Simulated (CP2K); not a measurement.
# C2H4OSSi (SMILES O=CC([SiH3])=S): a first try and a second

Wanted: energy and gradient of C2H4OSSi, PM3.

The calculation is run with CP2K 2026.2.

4 further runs of the same task are left out: 3 that didn't finish, 1 set aside as unsound or not needed.

## Step 1: The structure to begin with

C2H4OSSi: 9 atoms, total charge 0, spin state singlet. As SMILES, `O=CC([SiH3])=S`. Geometry: relaxed at GFN2-xTB. This is one conformer, not always the lowest.

Bond lengths: O1–C2 1.206 Å, C2–C3 1.464 Å, C3–Si4 1.910 Å, C3–S5 1.628 Å, C2–H6 1.104 Å, Si4–H7 1.460 Å, Si4–H8 1.459 Å, Si4–H9 1.459 Å. Some angles: O1–C2–C3 121.3°, C2–C3–Si4 113.9°, C2–C3–S5 119.6°, Si4–C3–S5 126.6°, O1–C2–H6 122.2°, C3–C2–H6 116.5°, C3–Si4–H7 105.9°, C3–Si4–H8 106.1°, C3–Si4–H9 106.6°, H7–Si4–H8 111.9°.

## Step 2: The input as first written

Input file mol.inp:

```
&global
   project mol
   run_type ENERGY_FORCE
   print_level MEDIUM
&end global

&force_eval
   method Quickstep
   &dft
      &qs
         method PM3
         eps_default 1.0E-10
         &se
            &coulomb
               cutoff [angstrom] 50
               rc_range [angstrom] 0
            &end coulomb
            &exchange
               cutoff [angstrom] 50
               rc_range [angstrom] 0
            &end exchange
         &end se
      &end qs
      ! no periodic images
      &poisson
         periodic NONE
         poisson_solver ANALYTIC
      &end poisson
      ! SCF settings
      &scf
         scf_guess ATOMIC
         eps_scf 1.0E-06
         max_scf 31
         &ot
            minimizer DIIS
            preconditioner FULL_ALL
         &end ot
         &outer_scf
            eps_scf 1.0E-06
            max_scf 2
         &end outer_scf
      &end scf
      ! extra output
      &print
         &moments
            periodic F
            reference COM
            max_moment 1
         &end moments
         &mo_cubes
            nlumo 5
            nhomo -1
            write_cube F
         &end mo_cubes
         &hirshfeld OFF
         &end hirshfeld
      &end print
   &end dft
   &subsys
      &cell
         abc 20.2 18.5 19.1
         periodic NONE
      &end cell
      &coord
         O     -0.650490     1.014110     1.583130
         C      1.491360    -0.071840    -0.354980
         C     -0.602240    -0.318970    -0.327390
         Si     1.291360    -0.071840    -0.354980
         S     -1.483150    -1.180500    -1.391290
         H     -2.370860     0.262750     0.828860
         H      1.780850    -0.854120    -1.486990
         H      1.511240     1.358000    -0.545460
         H      1.796310    -0.577430     0.916600
      &end coord
      &topology
         &center_coordinates
         &end center_coordinates
      &end topology
   &end subsys
   &print
      &forces ON
      &end forces
   &end print
&end force_eval
```

Started as:

```bash
$ OMP_NUM_THREADS=1 cp2k.psmp -i mol.inp > mol.out 2>&1
```

What it wrote:

```text
CP2K| version string:                                       CP2K version 2026.2
[...]
 GLOBAL| Method name                                                        CP2K
[...]
 GLOBAL| Run type                                                   ENERGY_FORCE
[...]
                             - Atoms:                                          9
[...]
                             - Spherical basis functions:                     24
[...]
 *** WARNING in particle_methods.F:720 :: The distance between the atoms 2 ***
 *** and 4 is only 0.200 angstrom and thus smaller than the threshold of   ***
 *** 0.500 angstrom                                                        ***
[...]
 Number of electrons:                                                         28
[...]
     1 OT DIIS     0.15E+00    0.0     0.32995875       -22.3568443017 -2.24E+01
[...]
    27 OT DIIS     0.15E+00    0.0     0.00000075       -26.3110335417 -2.18E-10
  *** SCF run converged in    27 steps ***
  Core-core repulsion energy [eV]:                           1751.63793632588931
  Core Hamiltonian energy [eV]:                             -1323.97843678112122
  Two-electron integral energy [eV]:                        -2287.23826581882304
  Electronic energy [eV]:                                   -2467.59756969053251
  Total energy [eV]:                                         -715.95963336464331
  Atomic reference energy [eV]:                               849.35801955220427
  Heat of formation [kcal/mol]:                              3076.24010910631523
[...]
 SE_DIPOLE| Moment [Debye]         -7.07137378       0.88882426       2.71390125
 SE_DIPOLE| Derivative [a.u.]       0.00000000       0.00000000       0.00000000
 *** WARNING in qs_scf_post_se.F:140 :: Printing of MO cube files not ***
 *** implemented for Semi-Empirical method.                           ***
 ENERGY| Total FORCE_EVAL ( QS ) energy [hartree]            -26.311033541807660
 FORCES| Atomic forces [hartree/bohr]
 FORCES|   Atom     x               y               z               |f|
 FORCES|      1 -6.18043388E-02 -3.82193133E-02 -4.29623809E-02   8.44171687E-02
 FORCES|      2  6.63685356E+00  8.37307904E-03 -1.87037952E-02   6.63688519E+00
 FORCES|      3 -1.31164271E-01 -2.77398812E-02 -1.79931525E-02   1.35267589E-01
 FORCES|      4 -6.60473948E+00 -9.57206939E-04  2.04423335E-02   6.60477118E+00
 FORCES|      5  3.05149467E-02  3.19490979E-02  4.06554401E-02   6.00397504E-02
 FORCES|      6  9.19286009E-02  2.22993512E-02  1.49497690E-02   9.57685978E-02
 FORCES|      7  1.82090038E-02 -1.89795644E-02 -2.70053510E-02   3.76972236E-02
 FORCES|      8  6.68611684E-03  3.46105862E-02 -2.29249842E-03   3.53249541E-02
 FORCES|      9  1.35158658E-02 -1.13361485E-02  3.29096355E-02   3.73394028E-02
 FORCES| Sum    -1.44328993E-15  1.45716772E-16 -6.93889390E-17
 FORCES| Total atomic force                                       1.45228579E-15
[...]
```

It took 0.99 s on 1 thread of Arm Neoverse V1, shared host.

## Step 3: Diagnosis

It ran to the end. The result can't be trusted all the same.

Cause: two atoms lie on top of or far too near each other. As the program read them, the closest atoms are 0.20 Å apart, against 1.10 Å in the sound input.

## Step 4: Second attempt

Input file molecule.inp:

```
&GLOBAL
   PROJECT molecule
   RUN_TYPE ENERGY_FORCE
   PRINT_LEVEL MEDIUM
&END GLOBAL

&FORCE_EVAL
   METHOD QS
   &DFT
      CHARGE 0
      MULTIPLICITY 1
      &QS
         METHOD PM3
         EPS_DEFAULT 1.0E-10
         &SE
            &COULOMB
               CUTOFF [angstrom] 50
               RC_RANGE [angstrom] 0
            &END COULOMB
            &EXCHANGE
               CUTOFF [angstrom] 50
               RC_RANGE [angstrom] 0
            &END EXCHANGE
         &END SE
      &END QS
      &POISSON
         PERIODIC NONE
         POISSON_SOLVER ANALYTIC
      &END POISSON
      &SCF
         SCF_GUESS ATOMIC
         EPS_SCF 1.0E-06
         MAX_SCF 40
         &OT ON
            MINIMIZER DIIS
            PRECONDITIONER FULL_ALL
         &END OT
         &OUTER_SCF
            EPS_SCF 1.0E-06
            MAX_SCF 5
         &END OUTER_SCF
      &END SCF
      &PRINT
         &MOMENTS
            PERIODIC F
            REFERENCE COM
            MAX_MOMENT 1
         &END MOMENTS
         &MO_CUBES
            NLUMO 5
            NHOMO -1
            WRITE_CUBE F
         &END MO_CUBES
         &HIRSHFELD OFF
         &END HIRSHFELD
      &END PRINT
   &END DFT
   &SUBSYS
      &CELL
         ABC [angstrom] 20.2 18.5 19.1
         PERIODIC NONE
      &END CELL
      &COORD
         O     -0.650490     1.014110     1.583130
         C     -1.273010     0.367990     0.777520
         C     -0.602240    -0.318970    -0.327390
         Si     1.291360    -0.071840    -0.354980
         S     -1.483150    -1.180500    -1.391290
         H     -2.370860     0.262750     0.828860
         H      1.780850    -0.854120    -1.486990
         H      1.511240     1.358000    -0.545460
         H      1.796310    -0.577430     0.916600
      &END COORD
      &TOPOLOGY
         &CENTER_COORDINATES
         &END CENTER_COORDINATES
      &END TOPOLOGY
   &END SUBSYS
   &PRINT
      &FORCES ON
      &END FORCES
   &END PRINT
&END FORCE_EVAL
```

Started as:

```bash
$ OMP_NUM_THREADS=1 cp2k.psmp molecule.inp > molecule.out
```

What it wrote:

```text
CP2K| version string:                                       CP2K version 2026.2
[...]
 GLOBAL| Method name                                                        CP2K
[...]
 GLOBAL| Run type                                                   ENERGY_FORCE
[...]
                             - Atoms:                                          9
[...]
                             - Spherical basis functions:                     24
[...]
 Number of electrons:                                                         28
[...]
     1 OT DIIS     0.15E+00    0.0     0.31706916       -26.4637507826 -2.65E+01
[...]
    13 OT DIIS     0.15E+00    0.0     0.00000048       -31.1903202933 -3.16E-10
  *** SCF run converged in    13 steps ***
  Core-core repulsion energy [eV]:                           1722.65141795132536
  Core Hamiltonian energy [eV]:                             -1309.92946379629029
  Two-electron integral energy [eV]:                        -2522.90746452910116
  Electronic energy [eV]:                                   -2571.38319606084087
  Total energy [eV]:                                         -848.73177810951586
  Atomic reference energy [eV]:                               849.35801955220427
  Heat of formation [kcal/mol]:                                14.44147188762978
[...]
 SE_DIPOLE| Moment [Debye]         -0.48263504      -0.17450761      -0.13358610
 SE_DIPOLE| Derivative [a.u.]       0.00000000       0.00000000       0.00000000
 *** WARNING in qs_scf_post_se.F:140 :: Printing of MO cube files not ***
 *** implemented for Semi-Empirical method.                           ***
 ENERGY| Total FORCE_EVAL ( QS ) energy [hartree]            -31.190320293300893
 FORCES| Atomic forces [hartree/bohr]
 FORCES|   Atom     x               y               z               |f|
 FORCES|      1  7.81721633E-04  7.37253016E-03  1.03895019E-02   1.27635042E-02
 FORCES|      2 -1.04229634E-02  4.06745384E-03  7.71103794E-03   1.35883204E-02
 FORCES|      3 -4.00175557E-03 -3.15748477E-02 -4.50712245E-02   5.51760848E-02
 FORCES|      4 -3.10518352E-02 -7.23992843E-03 -3.88602014E-03   3.21206193E-02
 FORCES|      5  2.85073609E-02  2.34908168E-02  2.84291721E-02   4.66122937E-02
 FORCES|      6 -1.03915957E-03  1.32603830E-03  2.20359346E-03   2.77381584E-03
 FORCES|      7  6.20672769E-03 -3.45273254E-03 -5.79951150E-03   9.16946914E-03
 FORCES|      8  4.82280483E-03  7.53644850E-03 -3.82260335E-04   8.95564768E-03
 FORCES|      9  6.19709866E-03 -1.52577896E-03  6.40571104E-03   9.04240937E-03
 FORCES| Sum    -1.11022302E-16 -5.07406617E-16  3.88578059E-16
 FORCES| Total atomic force                                       6.48675831E-16
[...]
```

Wall time 0.7 s (1 thread of Arm Neoverse V1, shared host).

## Step 5: Results

Level: PM3.

| quantity | value |
| --- | --- |
| total energy | -31.19032 Eh |
| dipole moment | 0.53 D |
| heat of formation at this unrelaxed shape | 14.4 kcal/mol |
| largest force on an atom | 2.837 eV/Å |

**Reading.** The first attempt's energy was +132.772 eV off this one. The largest force is 2.84 eV/Å: the shape isn't a stationary point for this species at this level.
